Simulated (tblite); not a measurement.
# C7H12BF: the cost of one run

Programs: tblite 0.8.0 and PySCF 2.14.0, with density-fitted response routines of our own. Each step states its level of theory. These are calculated values for one molecule, in the gas phase or a continuum, unless marked as measured. Atoms count from 0, in the outputs and in this text.

## 1. The molecule as given

21 atoms, charge 0, multiplicity 1; geometry from: force field or distance geometry start.

Bonds of the start (Å): C0–C1 1.34, C1–C2 1.49, C2–C3 1.55, C3–C4 1.55, C4–B5 1.58, B5–C6 1.58, C6–C7 1.53, C7–F8 1.38, C7–C3 1.52, C0–H9 1.08, C0–H10 1.09, C1–H11 1.10, C2–H12 1.10, C2–H13 1.11, C3–H14 1.12, C4–H15 1.11, C4–H16 1.11, B5–H17 1.18, C6–H18 1.11, C6–H19 1.11, C7–H20 1.11.

## 2. Relaxing the molecule with GFN2-xTB

Job settings and geometry (Å):

```
{"job": {"kind": "relax", "xc": "GFN2-xTB", "basis": "xTB"}, "charge": 0, "multiplicity": 1}
C      3.092600    -0.103800     0.257200
C      2.154000    -1.047200     0.088300
C      0.961400    -0.848400    -0.774800
C     -0.038200     0.174300    -0.175500
C     -0.623700    -0.309500     1.175800
B     -2.060700     0.349300     1.207000
C     -2.381800     0.928700    -0.226600
C     -1.226800     0.435200    -1.092800
F     -0.904000     1.370500    -2.056800
H      3.944600    -0.286700     0.891400
H      2.985800     0.859100    -0.238200
H      2.290200    -2.013200     0.592500
H      1.280200    -0.486700    -1.767300
H      0.449200    -1.824200    -0.927400
H      0.483500     1.144700     0.003600
H     -0.003600     0.036700     2.034900
H     -0.737400    -1.409200     1.202700
H     -2.372800     0.971800     2.159900
H     -3.357800     0.542900    -0.583500
H     -2.396700     2.037300    -0.171400
H     -1.546900    -0.504800    -1.599400
```

The run is started by

```
$ OMP_NUM_THREADS=1 python probes_run.py task.json out
```

One launch serves the whole session: the jobs run in the order shown.

**Question.** How long does this first job take on 1 thread of Arm Neoverse N1, shared host, and how much memory does it need?

About 1.5 s, with a peak of 0.18 GiB.
